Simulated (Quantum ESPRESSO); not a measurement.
NbSi:

```xyz
2
Lattice="0.0000 2.5738 2.5738 2.5738 0.0000 2.5738 2.5738 2.5738 0.0000" Properties=species:S:1:pos:R:3 pbc="T T T"
Nb    0.0000    0.0000    0.0000
Si    2.5738    2.5738    2.5738
```

The cell was built by a generator and needn't be a form met in nature.

- Program: Quantum ESPRESSO 7.5
- Task: phonons
- Functional: BLYP
- Potentials or basis: GBRV 1.5 PBE
- Cutoff: 612 eV
- Density cutoff: 4898 eV
- k mesh: 9 × 9 × 9
- Occupations: cold, width 0.2 eV
- Spin: no spin polarisation
- Mixing beta: 0.5
- Most SCF iterations: 120
- SCF threshold: 4e-10 Ry

The cell and the atoms were relaxed first, to 17.85 Å³/atom (a = 3.696 Å, b = 3.696 Å, c = 3.696 Å, α = 60.00°, β = 60.00°, γ = 60.00°), and the response was taken there.

Question: What is the highest optical frequency at the zone centre?

Answer: 327 cm⁻¹, a mode of symmetry T1u (IR).

Optical modes at Γ, degenerate ones joined:
| cm⁻¹ | components | symmetry | active in |
| --- | --- | --- | --- |
| 327 | 3 | T1u | IR |

Caveat: the potentials were made for another functional, which shifts forces and pressure.
